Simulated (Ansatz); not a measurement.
**Rb2HfP6 (element-swapped structure): how the settings move a single-point run**

Aim: see which settings change the result for Rb2HfP6 (element-swapped structure), by how much, and at what cost.

Method: reference: DFT r2SCAN, plane waves, PAW, scalar-relativistic, no spin polarisation, in Ansatz 0.2.0.

### Step 1. The system as given

Symmetry: Fm-3m, No. 225, cubic system. The conventional cell has a = 9.636 Å, b = 9.636 Å, c = 9.636 Å, α = 90.00°, β = 90.00°, γ = 90.00°. P (site symmetry 4mm) has 1 Hf at 2.35 Å as nearest neighbours. Hf (site symmetry m-3m) is surrounded by 6 P at 2.35 Å. Rb (site symmetry -43m) is surrounded by 12 P at 3.41 Å.

Structure file:

```cif
data_structure
_symmetry_space_group_name_H-M 'Fm-3m'
_symmetry_Int_Tables_number 225
_cell_length_a 9.6356
_cell_length_b 9.6356
_cell_length_c 9.6356
_cell_angle_alpha 90.000
_cell_angle_beta 90.000
_cell_angle_gamma 90.000
_cell_volume 894.62
loop_
_atom_site_label
_atom_site_type_symbol
_atom_site_symmetry_multiplicity
_atom_site_Wyckoff_symbol
_atom_site_fract_x
_atom_site_fract_y
_atom_site_fract_z
_atom_site_occupancy
P1 P 24 e 0.24370 0.00000 0.00000 1
Hf1 Hf 4 a 0.00000 0.00000 0.00000 1
Rb1 Rb 8 c 0.25000 0.75000 0.75000 1
```

### Step 2. Reference

The input, input.yaml:

```yaml
crystal:
  lattice:
    - [0.0, 4.817816, 4.817816]
    - [4.817816, 0.0, 4.817816]
    - [4.817816, 4.817816, 0.0]
  atoms:
    - { symbol: P, position: [0.7563, 0.2437, 0.2437] }
    - { symbol: P, position: [0.2437, 0.7563, 0.2437] }
    - { symbol: P, position: [0.2437, 0.7563, 0.7563] }
    - { symbol: P, position: [0.7563, 0.2437, 0.7563] }
    - { symbol: P, position: [0.2437, 0.2437, 0.7563] }
    - { symbol: P, position: [0.7563, 0.7563, 0.2437] }
    - { symbol: Hf, position: [0.0, 0.0, 0.0] }
    - { symbol: Rb, position: [0.25, 0.25, 0.25] }
    - { symbol: Rb, position: [0.75, 0.75, 0.75] }
  symmetry: { tolerance: 0.0003 }
kpoints:
  mp_grid: { grid: [3, 3, 3], shift: [0, 0, 0] }
magnetization:
  spin_polarized: false
scf:
  occupations: { method: fermi_dirac }
hamiltonian:
  pseudopotentials: { kind: paw }
  xc: r2scan
basis:
  ecutwfc: 500
output:
  forces: true
  stress: true
  eigenvalues: true
```

Run with:

```
$ ansatz run input.yaml --threads 1 --pin off --max-ram 2560MiB --backend cpu --events-out ev --progress --plain --runs-dir out
```

### Step 3. Changed: accuracy high

input.yaml, as its differences from that of step 2:

```diff
@@ -31 +31,6 @@
   eigenvalues: true
+  write_density: true
+  write_potential: true
+  elf: true
+  volumetric_format: npy
+accuracy: high
```

### Step 4. Changed: mp_grid.shift [0.5, 0.5, 0.5], occupations.method tetrahedron_uncorrected

input.yaml, as its differences from that of step 2:

```diff
@@ -17,3 +17,3 @@
 kpoints:
-  mp_grid: { grid: [3, 3, 3], shift: [0, 0, 0] }
+  mp_grid: { grid: [3, 3, 3], shift: [0.5, 0.5, 0.5] }
 magnetization:
@@ -21,3 +21,3 @@
 scf:
-  occupations: { method: fermi_dirac }
+  occupations: { method: tetrahedron_uncorrected }
 hamiltonian:
```

### Step 5. Changed: symmetry.detect false, occupations.method tetrahedron_uncorrected, tolerance left out

input.yaml, as its differences from that of step 2:

```diff
@@ -15,3 +15,3 @@
     - { symbol: Rb, position: [0.75, 0.75, 0.75] }
-  symmetry: { tolerance: 0.0003 }
+  symmetry: { detect: false }
 kpoints:
@@ -21,3 +21,3 @@
 scf:
-  occupations: { method: fermi_dirac }
+  occupations: { method: tetrahedron_uncorrected }
 hamiltonian:
@@ -31 +31,5 @@
   eigenvalues: true
+  write_density: true
+  write_potential: true
+  elf: true
+  volumetric_format: npy
```

### Step 6. The same system, input altered

input.yaml, as its differences from that of step 2:

```diff
@@ -17,3 +17,3 @@
 kpoints:
-  mp_grid: { grid: [3, 3, 3], shift: [0, 0, 0] }
+  mp_grid: { grid: [3, 3, 3], shift: [0, 0, 0], kspacing: 0.3 }
 magnetization:
@@ -22,2 +22,3 @@
   occupations: { method: fermi_dirac }
+  max_iter: 80
 hamiltonian:
```

(Steps that only read results are left out.)

What does the calculation give? Wanted: for each run, ending; energy change; pressure; gap; force.

The runs gave:

| run | ending | energy change | pressure (GPa) | gap (eV) | force (eV/Å) | cycles | time |
| --- | --- | --- | --- | --- | --- | --- | --- |
| reference | converged | 0 | 4.8 | 0.00 | 1.84 | 9 | 11 s |
| 1: accuracy high | converged | 0.0 meV/atom | 4.8 | 0.00 | 1.84 | 12 | 23 s |
| 2: mp_grid.shift [0.5, 0.5, 0.5], occupations.method tetrahedron_uncorrected | converged | -9.1 meV/atom (σ→0) | 4.8 | 0.00 | 1.97 | 9 | 15 s |
| 3: symmetry.detect false, occupations.method tetrahedron_uncorrected, tolerance left out | converged | +7.4 meV/atom (σ→0) | 4.7 | 0.00 | 1.79 | 10 | 58 s |
| 4: kspacing 0.3 | refused | - | - | - | - | - | 0.3 s |

Times don't compare one to one where runs were asked for different outputs or read a saved state (see the inputs); cycles may leave out searches for a lower state.

Residual by cycle in the longest SCF loop of each run; runs are numbered as in the table. The quantity is the density residual dr2, in eV.

| cycle | reference | run 1 | run 2 | run 3 |
| --- | --- | --- | --- | --- |
| 1 | 0.18 | 0.18 | 0.168 | 0.167 |
| 2 | 0.0157 | 0.0157 | 0.014 | 0.0145 |
| 3 | 0.00943 | 0.00943 | 0.0083 | 0.00947 |
| 4 | 0.00131 | 0.00131 | 0.00127 | 0.00253 |
| 5 | 1.7e-4 | 1.7e-4 | 1.3e-4 | 3.5e-4 |
| 6 | 2.1e-5 | 2.1e-5 | 1.3e-5 | 3.0e-5 |
| 7 | 2.2e-6 | 2.2e-6 | 9.2e-7 | 6.6e-6 |
| 8 | 3.0e-7 | 3.0e-7 | 1.9e-7 | 7.6e-7 |
| 9 | 1.6e-8 | 1.6e-8 | 1.2e-8 | 2.0e-7 |
| 10 | - | 1.9e-9 | - | 7.5e-8 |
| 11 | - | 7.5e-11 | - | - |
| 12 | - | 3.1e-12 | - | - |

**Reading.** The pressure spans 4.7 to 4.8 GPa over the reference and the converged variants. 1 of the 4 altered inputs did not end normally.

The reference has limits of its own: its mesh is coarse for a cell with so small a gap or none; the cell is far from equilibrium (5 GPa, forces up to 1.8 eV/Å), so its values aren't those of the relaxed material; the structure is made up and not relaxed.
